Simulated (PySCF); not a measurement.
# One shape, several levels: CH5GaO2Si (SMILES [SiH3][Ga]1[O]C[O]1)

Aim: a comparison of 4 runs (HF/3-21G, HF/def2-SVP, PBE0/def2-SVP, MP2/aug-cc-pVDZ) of CH5GaO2Si. The job is set up through a Python script.

The calculation is run with PySCF 2.14.0.

## 1. The system as given

CH5GaO2Si has 10 atoms, charge 0, and is taken as a singlet. As SMILES, `[SiH3][Ga]1[O]C[O]1`. The shape comes from GFN2-xTB, which is rough for such elements, and wasn't checked as a minimum.

Bond lengths: Si1–Ga2 2.412 Å, Ga2–O3 1.826 Å, O3–C4 1.408 Å, Ga2–O5 1.826 Å, C4–O5 1.409 Å, Si1–H6 1.468 Å, Si1–H7 1.468 Å, Si1–H8 1.470 Å, C4–H9 1.098 Å, C4–H10 1.098 Å. Some angles: Si1–Ga2–O3 141.4°, Si1–Ga2–O5 141.6°, O3–Ga2–O5 77.0°, Ga2–O3–C4 87.8°, O3–C4–O5 107.5°, Ga2–O5–C4 87.8°, Ga2–Si1–H6 109.4°, Ga2–Si1–H7 109.3°, Ga2–Si1–H8 109.9°, O3–C4–H9 110.1°.

## 2. Energy and gradient at HF/3-21G (run 1)

Contents of input.py:

```python
from pyscf import gto

mol = gto.M(
    atom=[
    ('Si', (-2.274580, -0.496970, -0.548280)),
    ('Ga', (0.017640, 0.010560, 0.003670)),
    ('O', (1.711400, -0.126020, -0.665710)),
    ('C', (2.170280, 0.471880, 0.523860)),
    ('O', (1.044830, 0.724930, 1.333170)),
    ('H', (-3.164360, 0.427120, 0.165720)),
    ('H', (-2.472170, -0.342730, -1.994750)),
    ('H', (-2.590150, -1.878070, -0.156860)),
    ('H', (2.864830, -0.202080, 1.041490)),
    ('H', (2.692260, 1.411400, 0.297690)),
],
    verbose=4,
    max_memory=1860,
    basis='3-21g',
)

mf = mol.RHF()
mf.conv_tol = 1e-10
mf.kernel()
if not mf.converged:
    mf = mf.newton().run(mf.mo_coeff, mf.mo_occ)

e_tot = mf.e_tot
print('Final energy', e_tot)
grad = mf.nuc_grad_method().kernel()
mf.analyze()
```

Command:

```console
$ OMP_NUM_THREADS=1 python input.py
```

Standard output:

```text
PySCF version 2.14.0

[... 89 lines left out ...]
MO #2   energy= -68.3143674522118  occ= 2
[... 9 lines left out ...]
MO #12  energy= -4.46500193541692  occ= 2
[... 9 lines left out ...]
MO #22  energy= -1.14398783007274  occ= 2
[... 9 lines left out ...]
MO #32  energy= -0.512225555306342 occ= 2
[... 9 lines left out ...]
MO #42  energy= 0.222383519813653  occ= 0
[... 9 lines left out ...]
MO #52  energy= 0.48811942921375   occ= 0
[... 9 lines left out ...]
MO #62  energy= 1.34136578152042   occ= 0
[... 9 lines left out ...]
MO #72  energy= 3.60486124299467   occ= 0
[... 85 lines left out ...]
Dipole moment(X, Y, Z, Debye): -3.12991, -0.66331, -0.76168
```

Run time: 6.6 s. Hardware: 1 thread of Intel Xeon at 2.70GHz, shared host; peak memory 0.14 GiB.

## 3. Energy and forces at HF/def2-SVP (run 2)

Contents of calc.py:

```python
import pyscf.grad
from pyscf import gto

mol = gto.M(
    atom='''
Si    -4.298333    -0.939137    -1.036099
Ga     0.033335     0.019956     0.006935
O      3.234077    -0.238143    -1.258010
C      4.101235     0.891724     0.989952
O      1.974443     1.369919     2.519326
H     -5.979774     0.807140     0.313165
H     -4.671724    -0.647666    -3.769531
H     -4.894674    -3.549038    -0.296422
H      5.413744    -0.381876     1.968131
H      5.087634     2.667159     0.562553
''',
    basis='def2-svp',
    verbose=3,
    unit='bohr',
    charge=0,
    max_memory=1860,
)

hf = mol.RHF()
hf.conv_tol = 1e-10
hf.kernel()
if not hf.converged:
    hf = hf.newton().run(hf.mo_coeff, hf.mo_occ)

e_tot = hf.e_tot
print('E = %.10f Eh' % e_tot)
grad = hf.Gradients().kernel()
hf.analyze()
```

Command:

```console
$ OMP_NUM_THREADS=1 python calc.py
```

Standard output:

```text
converged SCF energy = -2402.20611276125
[... 14 lines left out ...]
MO #5   energy= -42.5201345557745  occ= 2
[... 13 lines left out ...]
MO #19  energy= -1.27964304461472  occ= 2
[... 13 lines left out ...]
MO #33  energy= -0.456967349047137 occ= 2
[... 13 lines left out ...]
MO #47  energy= 0.379531738744402  occ= 0
[... 13 lines left out ...]
MO #61  energy= 0.711808746023222  occ= 0
[... 13 lines left out ...]
MO #75  energy= 1.26011385618206   occ= 0
[... 13 lines left out ...]
MO #89  energy= 1.97772538015269   occ= 0
[... 13 lines left out ...]
MO #103 energy= 2.50516084848574   occ= 0
[... 13 lines left out ...]
MO #117 energy= 3.85514455291777   occ= 0
[... 11 lines left out ...]
Dipole moment(X, Y, Z, Debye): -3.38995, -0.71819, -0.82511
```

It took 24 s on 1 thread of Intel Xeon at 2.70GHz, shared host; peak memory 0.3 GiB.

## 4. Energy and gradient at PBE0/def2-SVP (run 3)

Contents of input.py:

```python
from pyscf import gto, dft

mol = gto.M(
    atom='''
Si    -4.298333    -0.939137    -1.036099
Ga     0.033335     0.019956     0.006935
O      3.234077    -0.238143    -1.258010
C      4.101235     0.891724     0.989952
O      1.974443     1.369919     2.519326
H     -5.979774     0.807140     0.313165
H     -4.671724    -0.647666    -3.769531
H     -4.894674    -3.549038    -0.296422
H      5.413744    -0.381876     1.968131
H      5.087634     2.667159     0.562553
''',
    charge=0,
    unit='bohr',
    basis='def2-svp',
    max_memory=1860,
    verbose=3,
)

ks = dft.RKS(mol)
ks.xc = 'pbe0'
ks.conv_tol = 1e-10
ks.grids.level = 5
ks.kernel()
if not ks.converged:
    ks = ks.newton().run(ks.mo_coeff, ks.mo_occ)

e_final = ks.e_tot
print('Final energy', e_final)
grad = ks.nuc_grad_method().kernel()
dip = ks.dip_moment()
pop, q = ks.mulliken_pop()
```

Command:

```console
$ OMP_NUM_THREADS=1 python input.py
```

Standard output:

```text
converged SCF energy = -2404.8568269576
Final energy -2404.8568269575967
[... 8 lines left out ...]
Dipole moment(X, Y, Z, Debye): -2.73609, -0.58781, -0.66358
[... 128 lines left out ...]
charge of    9H =      0.03124
```

Run time: 76 s. Hardware: 1 thread of Intel Xeon at 2.70GHz, shared host; peak memory 1.2 GiB.

## 5. Energy and forces at MP2/aug-cc-pVDZ (run 4)

Contents of run.py:

```python
# [SiH3][Ga]1[O]C[O]1
import pyscf.grad
from pyscf import gto, mp

molecule = gto.M(
    atom='''
Si    -2.274580    -0.496970    -0.548280
Ga     0.017640     0.010560     0.003670
O      1.711400    -0.126020    -0.665710
C      2.170280     0.471880     0.523860
O      1.044830     0.724930     1.333170
H     -3.164360     0.427120     0.165720
H     -2.472170    -0.342730    -1.994750
H     -2.590150    -1.878070    -0.156860
H      2.864830    -0.202080     1.041490
H      2.692260     1.411400     0.297690
''',
    charge=0,
    basis='aug-cc-pvdz',
    max_memory=1860,
    spin=0,
    verbose=4,
)

mf = molecule.RHF()
mf.conv_tol = 1e-10
mf.kernel()
if not mf.converged:
    mf = mf.newton().run(mf.mo_coeff, mf.mo_occ)

pt = mp.MP2(mf, frozen=17).run()
energy = pt.e_tot
print(f'total energy: {energy:.8f} hartree')
grad = pt.Gradients().kernel()
mf.analyze()
```

Command:

```console
$ OMP_NUM_THREADS=1 python run.py
```

Standard output:

```text
PySCF version 2.14.0

[... 95 lines left out ...]
MO #1   energy= -378.893781985388  occ= 2
[... 21 lines left out ...]
MO #23  energy= -1.23409899367828  occ= 2
[... 21 lines left out ...]
MO #45  energy= 0.0749944387143815 occ= 0
[... 21 lines left out ...]
MO #67  energy= 0.278667822831623  occ= 0
[... 21 lines left out ...]
MO #89  energy= 0.526706328191801  occ= 0
[... 21 lines left out ...]
MO #111 energy= 0.806743305729579  occ= 0
[... 21 lines left out ...]
MO #133 energy= 1.42335960726019   occ= 0
[... 21 lines left out ...]
MO #155 energy= 2.27443380545616   occ= 0
[... 21 lines left out ...]
MO #177 energy= 4.01043248357531   occ= 0
[... 190 lines left out ...]
Dipole moment(X, Y, Z, Debye): -3.66311, -0.77326, -0.89221
```

It took 3.2 min on 1 thread of Intel Xeon at 2.70GHz, shared host; peak memory 2.5 GiB.

## 6. All runs side by side

| run | level | integration grid | frozen core orbitals | energy (Eh) | dipole moment (D) of the reference | HOMO energy (eV) | LUMO energy (eV) | wall time |
| --- | --- | --- | --- | --- | --- | --- | --- | --- |
| 1 | HF/3-21G | – | – | -2390.723013 | 3.29 | -10.74 | 1.37 | 6.6 s |
| 2 | HF/def2-SVP | – | – | -2402.206113 | 3.56 | -10.98 | 1.29 | 24 s |
| 3 | PBE0/def2-SVP | 5 | – | -2404.856827 | 2.88 | -7.32 | -1.42 | 76 s |
| 4 | MP2/aug-cc-pVDZ | – | 17 | -2403.431935 | 3.85 | -10.89 | 0.59 | 3.2 min |

## 7. Results

```
                                           quantity           value
                                run 4: total energy  -2403.43193 Eh
        run 4: dipole moment (Hartree–Fock density)          3.85 D
         run 4: HOMO energy (Hartree–Fock orbitals)       -10.89 eV
         run 4: LUMO energy (Hartree–Fock orbitals)         0.59 eV
       run 4: HOMO–LUMO gap (Hartree–Fock orbitals)        11.49 eV
run 4: correlation energy (17 core orbitals frozen)      -736.3 mEh
                    run 4: largest force on an atom      1.622 eV/Å
```

What this shows: Over runs 1, 2, 3 the dipole moment (its size) runs from 2.88 D (PBE0/def2-SVP) to 3.56 D (HF/def2-SVP). Over runs 1, 2, 3 the HOMO–LUMO gap runs from 5.90 eV (PBE0/def2-SVP) to 12.28 eV (HF/def2-SVP). Exact exchange widens orbital gaps. All runs together took 5 min, the longest 3.2 min.
